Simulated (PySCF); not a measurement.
# trifluoromethylgermane (CH3F3Ge): NMR shifts at several levels of theory, part 2 of 2

PySCF 2.14.0. Atoms count from 0. Earlier steps stand in the parts before.

## (7) NMR shieldings: OPBE/pcSseg-2

What the job is given:

```
{"job": {"kind": "nmr", "xc": "OPBE", "basis": "pcSseg-2", "pop": false}, "charge": 0, "multiplicity": 1}
F      1.454597    -0.198543    -1.276610
C      0.987133    -0.116751    -0.023688
F      1.607010     0.912999     0.565850
F      1.365043    -1.230663     0.617741
Ge    -0.994479     0.112272     0.007619
H     -1.324868     1.367395    -0.807806
H     -1.618008    -1.140569    -0.617398
H     -1.413588     0.272466     1.473402
```

Level: GIAO OPBE/pcSseg-2 NMR shielding, non-relativistic, gas phase.

Standard output:

```text
coarse grid: 35912 points
cycle   1  E = -2416.9055160492  dE = -9.703e-02  |g| = 1.232e+00  |ddm| = 1.997e+00
cycle   2  E = -2416.5877305896  dE =  3.178e-01  |g| = 1.936e+00  |ddm| = 9.843e-01
cycle   3  E = -2417.0279665263  dE = -4.402e-01  |g| = 2.292e-01  |ddm| = 7.345e-01
cycle   4  E = -2417.0354092416  dE = -7.443e-03  |g| = 1.133e-01  |ddm| = 1.232e-01
cycle   5  E = -2417.0366308002  dE = -1.222e-03  |g| = 1.231e-02  |ddm| = 4.001e-02
cycle   6  E = -2417.0366539492  dE = -2.315e-05  |g| = 2.301e-03  |ddm| = 1.064e-02
cycle   7  E = -2417.0366552287  dE = -1.280e-06  |g| = 4.322e-04  |ddm| = 2.299e-03
final grid: 75176 points
cycle   8  E = -2417.0366800193  dE = -5.178e-08  |g| = 7.345e-04  |ddm| = 1.983e-03
cycle   9  E = -2417.0366797846  dE =  2.346e-07  |g| = 1.465e-03  |ddm| = 9.271e-04
cycle  10  E = -2417.0366801033  dE = -3.187e-07  |g| = 6.491e-05  |ddm| = 5.964e-04
cycle  11  E = -2417.0366801043  dE = -9.481e-10  |g| = 2.991e-05  |ddm| = 5.798e-05
converged SCF energy = -2417.0366801043

GIAO shielding tensors (ppm)
atom      isotropic    diamagn.    paramagn.     s11        s22        s33       span
  0 F      226.868     468.733    -241.865    139.099    229.233    312.271    173.172
  1 C       43.870     236.796    -192.926     42.036     42.220     47.353      5.317
  2 F      226.985     468.781    -241.796    139.622    229.802    311.532    171.910
  3 F      226.878     468.765    -241.887    139.127    229.228    312.279    173.152
  4 Ge    1552.898    2759.404   -1206.506   1525.421   1526.061   1607.212     81.791
  5 H       27.078      29.160      -2.082     21.139     22.562     37.533     16.394
  6 H       27.077      29.154      -2.077     21.139     22.548     37.544     16.405
  7 H       27.078      29.168      -2.089     21.139     22.566     37.529     16.390
```

It took 26 s on 1 thread of Arm Neoverse V2, shared host; peak memory 0.84 GiB.

Key values: δ C1 140.5, F0 -71.8, Ge4 -238, H5 4.12 ppm (means over like atoms).

## (8) NMR shieldings: KT2/pcSseg-2

The job, as its differences from that of step 7:

```diff
@@ -1,2 +1,2 @@
-{"job": {"kind": "nmr", "xc": "OPBE", "basis": "pcSseg-2", "pop": false}, "charge": 0, "multiplicity": 1}
+{"job": {"kind": "nmr", "xc": "KT2", "basis": "pcSseg-2", "pop": false}, "charge": 0, "multiplicity": 1}
 F      1.454597    -0.198543    -1.276610
```

Method: GIAO KT2/pcSseg-2 NMR shielding, non-relativistic, gas phase.

Standard output:

```text
coarse grid: 35912 points
cycle   1  E = -2429.5122845860  dE = -2.132e-02  |g| = 1.165e+00  |ddm| = 1.924e+00
cycle   2  E = -2429.0597098133  dE =  4.526e-01  |g| = 2.077e+00  |ddm| = 1.173e+00
cycle   3  E = -2429.6689540725  dE = -6.092e-01  |g| = 1.515e-01  |ddm| = 8.647e-01
cycle   4  E = -2429.6720749579  dE = -3.121e-03  |g| = 8.521e-02  |ddm| = 1.009e-01
cycle   5  E = -2429.6729031492  dE = -8.282e-04  |g| = 1.280e-02  |ddm| = 4.092e-02
cycle   6  E = -2429.6729259285  dE = -2.278e-05  |g| = 2.387e-03  |ddm| = 9.329e-03
cycle   7  E = -2429.6729270333  dE = -1.105e-06  |g| = 1.056e-03  |ddm| = 2.479e-03
final grid: 75176 points
cycle   8  E = -2429.6729237856  dE =  2.207e-07  |g| = 1.712e-03  |ddm| = 2.125e-03
cycle   9  E = -2429.6729228094  dE =  9.762e-07  |g| = 2.950e-03  |ddm| = 2.632e-03
cycle  10  E = -2429.6729242992  dE = -1.490e-06  |g| = 3.767e-04  |ddm| = 1.572e-03
cycle  11  E = -2429.6729243215  dE = -2.234e-08  |g| = 2.050e-05  |ddm| = 1.850e-04
cycle  12  E = -2429.6729243216  dE = -8.004e-11  |g| = 1.088e-05  |ddm| = 1.620e-05
converged SCF energy = -2429.6729243216

GIAO shielding tensors (ppm)
atom      isotropic    diamagn.    paramagn.     s11        s22        s33       span
  0 F      213.290     468.815    -255.524    121.567    209.669    308.635    187.068
  1 C       41.067     240.211    -199.144     38.206     38.386     46.608      8.402
  2 F      213.389     468.847    -255.458    122.091    210.181    307.895    185.803
  3 F      213.298     468.838    -255.540    121.599    209.653    308.643    187.044
  4 Ge    1583.395    2762.039   -1178.645   1553.277   1553.883   1643.024     89.747
  5 H       26.995      28.390      -1.394     21.061     22.494     37.432     16.371
  6 H       26.994      28.387      -1.393     21.061     22.479     37.442     16.382
  7 H       26.996      28.395      -1.399     21.062     22.497     37.428     16.366
```

It took 28 s on 1 thread of Arm Neoverse V2, shared host; peak memory 0.84 GiB.

In short: δ C1 141.2, F0 -77.0, Ge4 -252, H5 4.18 ppm (means over like atoms).

## (9) NMR shieldings: KT3/pcSseg-2

The job, as its differences from that of step 8:

```diff
@@ -1,2 +1,2 @@
-{"job": {"kind": "nmr", "xc": "KT2", "basis": "pcSseg-2", "pop": false}, "charge": 0, "multiplicity": 1}
+{"job": {"kind": "nmr", "xc": "KT3", "basis": "pcSseg-2", "pop": false}, "charge": 0, "multiplicity": 1}
 F      1.454597    -0.198543    -1.276610
```

Method: GIAO KT3/pcSseg-2 NMR shielding, non-relativistic, gas phase.

Standard output:

```text
coarse grid: 35912 points
cycle   1  E = -2428.5765097276  dE = -4.034e-02  |g| = 1.152e+00  |ddm| = 1.933e+00
cycle   2  E = -2428.1398563138  dE =  4.367e-01  |g| = 2.032e+00  |ddm| = 1.160e+00
cycle   3  E = -2428.7335301699  dE = -5.937e-01  |g| = 1.418e-01  |ddm| = 8.472e-01
cycle   4  E = -2428.7363469999  dE = -2.817e-03  |g| = 7.752e-02  |ddm| = 9.975e-02
cycle   5  E = -2428.7371293261  dE = -7.823e-04  |g| = 1.157e-02  |ddm| = 4.282e-02
cycle   6  E = -2428.7371464750  dE = -1.715e-05  |g| = 2.667e-03  |ddm| = 8.046e-03
cycle   7  E = -2428.7371476840  dE = -1.209e-06  |g| = 1.121e-03  |ddm| = 2.615e-03
final grid: 75176 points
cycle   8  E = -2428.7371667194  dE =  1.778e-07  |g| = 1.624e-03  |ddm| = 2.411e-03
cycle   9  E = -2428.7371660284  dE =  6.910e-07  |g| = 2.536e-03  |ddm| = 2.614e-03
cycle  10  E = -2428.7371671876  dE = -1.159e-06  |g| = 3.536e-04  |ddm| = 1.543e-03
cycle  11  E = -2428.7371672060  dE = -1.841e-08  |g| = 1.718e-05  |ddm| = 1.582e-04
cycle  12  E = -2428.7371672061  dE = -3.183e-11  |g| = 1.042e-05  |ddm| = 1.266e-05
converged SCF energy = -2428.7371672061

GIAO shielding tensors (ppm)
atom      isotropic    diamagn.    paramagn.     s11        s22        s33       span
  0 F      222.577     469.997    -247.420    131.579    219.982    316.170    184.592
  1 C       42.173     238.126    -195.953     39.473     39.654     47.393      7.921
  2 F      222.699     470.034    -247.335    132.123    220.529    315.446    183.323
  3 F      222.586     470.026    -247.440    131.608    219.972    316.178    184.570
  4 Ge    1576.829    2761.491   -1184.662   1550.239   1550.851   1629.396     79.157
  5 H       27.339      29.005      -1.666     21.466     22.877     37.674     16.207
  6 H       27.338      29.000      -1.663     21.466     22.863     37.684     16.218
  7 H       27.339      29.012      -1.673     21.467     22.881     37.670     16.203
```

Wall time 28 s (1 thread of Arm Neoverse V2, shared host); peak memory 0.92 GiB.

In short: δ C1 139.1, F0 -75.7, Ge4 -242, H5 4.02 ppm (means over like atoms).

## (10) NMR shieldings: B97-D/pcSseg-2

The job, as its differences from that of step 9:

```diff
@@ -1,2 +1,2 @@
-{"job": {"kind": "nmr", "xc": "KT3", "basis": "pcSseg-2", "pop": false}, "charge": 0, "multiplicity": 1}
+{"job": {"kind": "nmr", "xc": "B97-D", "basis": "pcSseg-2", "pop": false}, "charge": 0, "multiplicity": 1}
 F      1.454597    -0.198543    -1.276610
```

Method: GIAO B97-D/pcSseg-2 NMR shielding, non-relativistic, gas phase.

Standard output:

```text
coarse grid: 35912 points
cycle   1  E = -2417.3457690896  dE = -6.762e-02  |g| = 1.240e+00  |ddm| = 1.952e+00
cycle   2  E = -2416.9489392926  dE =  3.968e-01  |g| = 2.071e+00  |ddm| = 1.064e+00
cycle   3  E = -2417.4865450423  dE = -5.376e-01  |g| = 2.158e-01  |ddm| = 7.973e-01
cycle   4  E = -2417.4929033548  dE = -6.358e-03  |g| = 1.139e-01  |ddm| = 1.180e-01
cycle   5  E = -2417.4941064686  dE = -1.203e-03  |g| = 1.258e-02  |ddm| = 4.104e-02
cycle   6  E = -2417.4941293582  dE = -2.289e-05  |g| = 2.286e-03  |ddm| = 9.965e-03
cycle   7  E = -2417.4941305538  dE = -1.196e-06  |g| = 6.340e-04  |ddm| = 2.365e-03
final grid: 75176 points
cycle   8  E = -2417.4941858987  dE =  6.744e-09  |g| = 1.179e-03  |ddm| = 1.978e-03
cycle   9  E = -2417.4941853598  dE =  5.389e-07  |g| = 2.244e-03  |ddm| = 1.613e-03
cycle  10  E = -2417.4941861290  dE = -7.692e-07  |g| = 1.818e-04  |ddm| = 9.654e-04
cycle  11  E = -2417.4941861354  dE = -6.361e-09  |g| = 3.352e-05  |ddm| = 1.185e-04
cycle  12  E = -2417.4941861356  dE = -1.564e-10  |g| = 8.346e-06  |ddm| = 1.892e-05
converged SCF energy = -2417.4941861356

GIAO shielding tensors (ppm)
atom      isotropic    diamagn.    paramagn.     s11        s22        s33       span
  0 F      225.916     469.589    -243.672    136.039    227.746    313.964    177.924
  1 C       35.939     238.092    -202.153     32.816     33.006     41.995      9.178
  2 F      226.021     469.632    -243.612    136.558    228.261    313.243    176.685
  3 F      225.922     469.617    -243.695    136.064    227.733    313.968    177.904
  4 Ge    1513.809    2759.573   -1245.764   1484.038   1484.609   1572.779     88.741
  5 H       27.175      28.733      -1.559     21.303     22.728     37.492     16.188
  6 H       27.173      28.727      -1.555     21.303     22.713     37.502     16.199
  7 H       27.175      28.740      -1.565     21.304     22.733     37.488     16.184
```

Wall time 28 s (1 thread of Arm Neoverse V2, shared host); peak memory 0.92 GiB.

Key values: δ C1 143.1, F0 -71.8, Ge4 -250, H5 4.22 ppm (means over like atoms).

## (11) NMR shieldings: B3LYP/pcSseg-2

The job, as its differences from that of step 10:

```diff
@@ -1,2 +1,2 @@
-{"job": {"kind": "nmr", "xc": "B97-D", "basis": "pcSseg-2", "pop": false}, "charge": 0, "multiplicity": 1}
+{"job": {"kind": "nmr", "xc": "B3LYP", "basis": "pcSseg-2", "pop": false}, "charge": 0, "multiplicity": 1}
 F      1.454597    -0.198543    -1.276610
```

Method: GIAO B3LYP/pcSseg-2 NMR shielding, non-relativistic, gas phase.

Standard output:

```text
coarse grid: 35912 points
cycle   1  E = -2416.5107620920  dE = -5.752e-02  |g| = 1.379e+00  |ddm| = 1.937e+00
cycle   2  E = -2416.2722657394  dE =  2.385e-01  |g| = 1.928e+00  |ddm| = 9.532e-01
cycle   3  E = -2416.6713172911  dE = -3.991e-01  |g| = 1.689e-01  |ddm| = 6.520e-01
cycle   4  E = -2416.6747909216  dE = -3.474e-03  |g| = 8.994e-02  |ddm| = 8.035e-02
cycle   5  E = -2416.6754992446  dE = -7.083e-04  |g| = 6.793e-03  |ddm| = 2.529e-02
cycle   6  E = -2416.6755044771  dE = -5.232e-06  |g| = 1.137e-03  |ddm| = 4.015e-03
final grid: 75176 points
cycle   7  E = -2416.6754887506  dE = -1.069e-07  |g| = 1.049e-03  |ddm| = 1.831e-03
cycle   8  E = -2416.6754886882  dE =  6.233e-08  |g| = 1.360e-03  |ddm| = 1.379e-03
cycle   9  E = -2416.6754889557  dE = -2.675e-07  |g| = 1.893e-04  |ddm| = 6.706e-04
cycle  10  E = -2416.6754889596  dE = -3.835e-09  |g| = 3.232e-05  |ddm| = 8.841e-05
cycle  11  E = -2416.6754889597  dE = -1.610e-10  |g| = 4.696e-06  |ddm| = 1.480e-05
converged SCF energy = -2416.6754889597

GIAO shielding tensors (ppm)
atom      isotropic    diamagn.    paramagn.     s11        s22        s33       span
  0 F      232.962     469.119    -236.157    137.079    238.580    323.227    186.148
  1 C       35.949     236.956    -201.008     31.536     31.738     44.572     13.036
  2 F      233.078     469.158    -236.081    137.613    239.099    322.520    184.907
  3 F      232.972     469.146    -236.174    137.115    238.565    323.235    186.120
  4 Ge    1534.539    2755.983   -1221.445   1504.053   1504.684   1594.879     90.825
  5 H       27.216      28.446      -1.230     21.250     22.682     37.716     16.466
  6 H       27.214      28.440      -1.226     21.249     22.667     37.726     16.477
  7 H       27.216      28.451      -1.235     21.250     22.686     37.712     16.462
```

It took 23 s on 1 thread of Arm Neoverse V2, shared host; peak memory 1.1 GiB.

Key values: δ C1 143.2, F0 -63.3, Ge4 -241, H5 4.17 ppm (means over like atoms).

## (12) Side by side: NMR shifts

Shifts (ppm), means over like atoms, with basis size and wall time:

```
           run     C1    H5     F0   Ge4  functions  time
   HF/pcSseg-2  122.0  3.98  -41.7  -197        249  15 s
  LDA/pcSseg-2  151.1  4.47  -70.7  -269        249  24 s
  PBE/pcSseg-2  146.7  4.22  -72.3  -254        249  29 s
 BLYP/pcSseg-2  147.8  4.21  -72.9  -259        249  29 s
 BP86/pcSseg-2  146.4  4.27  -72.7  -254        249  29 s
 OPBE/pcSseg-2  140.5  4.12  -71.8  -238        249  26 s
  KT2/pcSseg-2  141.2  4.18  -77.0  -252        249  28 s
  KT3/pcSseg-2  139.1  4.02  -75.7  -242        249  28 s
B97-D/pcSseg-2  143.1  4.22  -71.8  -250        249  28 s
B3LYP/pcSseg-2  143.2  4.17  -63.3  -241        249  23 s
```

## (13) Outcome

What follows sums up all 2 parts.

| quantity | value |
| --- | --- |
| 13C shifts against TMS (HF/pcSseg-2) | 122.0 ppm |
| 1H shifts against TMS (HF/pcSseg-2, means over atoms taken as alike) | 3.98 ppm |
| 19F shifts against CFCl3 (HF/pcSseg-2, means over atoms taken as alike) | -41.7 ppm |
| 73Ge shifts against GeMe4 (HF/pcSseg-2) | -197 ppm |
| range of the shift of Ge4 | -269 to -197 ppm |

Single values in the summary come from the first run of each kind that ended normally (HF/pcSseg-2), which need not be the best level. At HF/pcSseg-2: The widest tensor belongs to F0, F2, F3: span 178 ppm, with a paramagnetic part of -180 ppm. In ppm, Ge4 moves most: its shift spreads over 72 ppm, from -269 (LDA/pcSseg-2) to -197 (HF/pcSseg-2). Spin-orbit coupling is left out, which matters for shieldings and couplings at and beside the heavy atoms.
